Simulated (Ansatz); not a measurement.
Task: the interaction energy of a dimer with the counterpoise correction of CH2ClI, SMILES ClCI, with Ansatz 0.2.0 through its Python package. Give the script and its output. Settings (for the species named): Hartree-Fock, def2-SVP basis, multiplicity 1.

```xyz
5

Cl   -1.3869    0.0970    0.9124
C    -0.0305    0.0841   -0.1813
I     1.4645   -0.9946    0.7587
H     0.3440    1.1282   -0.3972
H    -0.3412   -0.3884   -1.1340
```

`dimer.py`:
```python
"""Interaction energy of two CH2ClI molecules, with the counterpoise correction."""

import ansatz as az

FIRST = [
    ("Cl", (-1.3969, 0.1117, 0.9207)),
    ("C", (-0.0405, 0.0988, -0.173)),
    ("I", (1.4545, -0.9799, 0.767)),
    ("H", (0.334, 1.1429, -0.3889)),
    ("H", (-0.3512, -0.3737, -1.1257)),
]
SECOND = [
    ("Cl", (-3.1268, -0.9698, -1.9998)),
    ("C", (-3.2701, 0.7445, -2.2771)),
    ("I", (-4.0699, 1.5489, -0.5464)),
    ("H", (-3.9567, 0.9729, -3.1451)),
    ("H", (-2.2662, 1.1584, -2.4969)),
]

def energy(atoms, ghosts=()):
    molecule = az.Crystal.molecule()
    for symbol, xyz in atoms:
        molecule = molecule.atom(symbol, xyz)
    calc = (
        molecule.calculation()
        .basis(gaussian="def2-SVP")
        .functional("hf")
    )
    deck = calc.input()
    if ghosts:
        deck = deck.set(az.key.basis.gaussian.ghost_atoms, [{"symbol": s, "position_ang": list(xyz)} for s, xyz in ghosts])
    return az.Session.from_dict(deck).plan().execute().report["free_energy_ev"]

# monomers in their own basis and in the basis of the dimer
both = energy(FIRST + SECOND)
alone = energy(FIRST) + energy(SECOND)
ghosted = energy(FIRST, SECOND) + energy(SECOND, FIRST)
print(f"dimer {both:.6f} eV")
print(f"interaction, uncorrected   {(both - alone):8.3f} eV")
print(f"interaction, counterpoise  {(both - ghosted):8.3f} eV")
print(f"basis-set superposition    {(alone - ghosted):8.3f} eV")
```

```console
$ python dimer.py
dimer -43264.911027 eV
interaction, uncorrected      0.273 eV
interaction, counterpoise     0.375 eV
basis-set superposition       0.102 eV
```

Uncorrected it is 0.273 eV, with the counterpoise correction 0.375 eV; the difference, 0.102 eV, is the superposition error. In this basis both values are repulsive.

Reading the output:
- Total energies depend on the basis set; only differences at equal settings carry meaning.
- The dimer is a generated trial pose of unrelaxed monomers, not a minimum, so the figure is no binding energy, and the basis set is small.
- def2 sets replace the cores of elements past krypton by effective core potentials.
- Hartree-Fock leaves correlation out, so bond, atomisation and ionisation energies come out well too low.
- This level lacks the dispersion part of the attraction (electrostatics and induction are there), which can decide the sign where the interaction is weak.
- The whole script took 15 s on 1 thread of Arm Neoverse N1 (shared host), peak memory 0.41 GiB.
